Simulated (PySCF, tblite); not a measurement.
# C4H10FNSi2: geometry, infrared bands and NMR shifts

What infrared bands and NMR shifts should C4H10FNSi2 (`F[SiH2]N(C[SiH3])C1C=C1`) show?

The runs use tblite 0.8.0 and PySCF 2.14.0, with density-fitted response routines of our own; the level of theory stands in each step. All values are computed, except where a source is named. Atoms count from 0, in the outputs and in this text.

## Step 1: Starting geometry

18 atoms, charge 0, multiplicity 1; geometry from: force field or distance geometry start.

Bonds of the start (Å): F0–Si1 1.60, Si1–N2 1.72, N2–C3 1.49, C3–Si4 1.89, N2–C5 1.49, C5–C6 1.43, C6–C7 1.30, C7–C5 1.44, Si1–H8 1.49, Si1–H9 1.49, C3–H10 1.10, C3–H11 1.09, Si4–H12 1.49, Si4–H13 1.48, Si4–H14 1.49, C5–H15 1.07, C6–H16 1.07, C7–H17 1.05.

## Step 2: Relaxing the molecule with GFN2-xTB

Job settings and geometry (Å):

```
{"job": {"kind": "relax", "xc": "GFN2-xTB", "basis": "xTB"}, "charge": 0, "multiplicity": 1}
F      0.017500    -2.943600    -0.997400
Si     0.164500    -2.080600     0.338800
N     -0.139300    -0.434800    -0.074400
C      0.820000     0.352800    -0.905400
Si     2.111100     1.226700     0.155300
C     -1.537400     0.016100    -0.333100
C     -2.407700     0.225000     0.783600
C     -1.941000     1.289800     0.203900
H     -0.808700    -2.537900     1.363600
H      1.557600    -2.191700     0.846200
H      1.311800    -0.304100    -1.634400
H      0.307800     1.113300    -1.487700
H      1.478400     2.217700     1.075200
H      2.900300     0.254000     0.952100
H      3.056300     1.967200    -0.733400
H     -1.998700    -0.290300    -1.250400
H     -3.004800    -0.210300     1.551600
H     -1.896600     2.337100     0.134300
```

Started as:

```sh
$ OMP_NUM_THREADS=1 python probes_run.py task.json out
```

The driver reads the jobs from task.json and runs them one after another.

**Question.** This job is followed by: GFN2-xTB harmonic vibrations, gas phase; GIAO PBE0/pcSseg-1 NMR shielding, non-relativistic, gas phase. Predict these results of the whole session: strongest single infrared mode (GFN2-xTB); zero-point energy (GFN2-xTB); 13C shifts against TMS (PBE0/pcSseg-1, means over atoms taken as alike); 1H shifts against TMS (PBE0/pcSseg-1, means over atoms taken as alike); 19F shifts against CFCl3 (PBE0/pcSseg-1); 29Si shifts against TMS (PBE0/pcSseg-1); 15N shifts against NH3 (PBE0/pcSseg-1); surface potential, 1st and 99th percentile.

The runs gave:

| quantity | value |
| --- | --- |
| strongest single infrared mode (GFN2-xTB) | 2270 cm⁻¹, 473 km/mol |
| zero-point energy (GFN2-xTB) | 77.0 kcal/mol |
| 13C shifts against TMS (PBE0/pcSseg-1, means over atoms taken as alike) | 136.7, 37.7, 32.2 ppm |
| 1H shifts against TMS (PBE0/pcSseg-1, means over atoms taken as alike) | 8.26, 5.16, 3.95, 3.01, 2.94 ppm |
| 19F shifts against CFCl3 (PBE0/pcSseg-1) | -217.4 ppm |
| 29Si shifts against TMS (PBE0/pcSseg-1) | -16.8, -79.9 ppm |
| 15N shifts against NH3 (PBE0/pcSseg-1) | 53.0 ppm |
| surface potential, 1st and 99th percentile | -1.16 V and 1.30 V |

Relaxing lowered the energy by 0.539 eV in 193 steps; the close pair that moved most is C5–C7, from 1.440 to 1.502 Å. No mode is imaginary among the 48: a minimum at this level. GFN2-xTB is a fitted tight-binding method: band positions and strengths are rough. Its intensities can rank the bands wrongly. The most deshielded carbon is C6, C7 (mean) (alkene CH), at 136.7 ppm: the olefinic region. At PBE0/pcSseg-1: The widest tensor belongs to C6, C7: span 278 ppm, with a paramagnetic part of -208 ppm. At PBE0/pcSseg-1, counted by nearest atom on the grid, the HOMO lies on N2 50 %; C3, C7 about 7 % each, the LUMO on C6, C7 about 29 % each; H16, H17 about 10 % each.
